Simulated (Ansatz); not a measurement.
Crystal: CsLiCr2Te2S3.

```
Cs Li Cr Te S
1.0
     3.60358    0.00000    0.00000
    -1.80179    3.12079    0.00000
     0.00000    0.00000   19.06651
Cs Li Cr Te S
1 1 2 2 3
Direct
  0.00000 0.00000 0.37399
  0.66667 0.33333 0.01607
  0.00000 0.00000 0.86637
  0.33333 0.66667 0.16833
  0.33333 0.66667 0.53891
  0.66667 0.33333 0.77276
  0.00000 0.00000 0.10030
  0.33333 0.66667 0.92920
  0.66667 0.33333 0.23408
```

The cell was built by a generator and needn't be a form met in nature.

Base run:

- Program: Ansatz 0.2.0
- Functional: PBE
- Potentials or basis: Ansatz PAW
- Cutoff: 420 eV (not typed: the program's choice for these potentials)
- k mesh: 9 × 9 × 2
- Occupations: fermi-dirac, width 0.05 eV
- Spin: collinear spin, ferromagnetic start
- Starting moments: [0.0, 0.0, 3.0, 3.0, 0.0, 0.0, 0.0, 0.0, 0.0] μB

Its results: band gap on the k mesh none (metal or under the smearing width); pressure 0.0 GPa; net moment 5.64 μB per cell; site moments Cs +0.00; Li -0.01; Cr +2.58, +2.74; Te -0.01, -0.15; S -0.05, -0.06 μB; largest force 0.033 eV/Å.

Q: The run is repeated on the same cell with these changes: hubbard terms from none to Cr d U = 8 eV; hubbard projectors from none to ortho-atomic (the default). What comes out?

A: Band gap on the k mesh none (metal or under the smearing width); pressure 5.4 GPa; net moment 6.15 μB per cell; site moments Cs -0.01; Li -0.03; Cr +3.52, +3.37; Te -0.03, -0.30; S -0.31, -0.29 μB; largest force 1.414 eV/Å.

Caveats: only a ferromagnetic start was run, and an antiferromagnetic order may lie lower in energy; the magnetic or orbital state may not be the lowest (some runs); forces of over 1 eV/Å show positions far from the minimum, so gaps and moduli don't describe the material at rest (some runs).
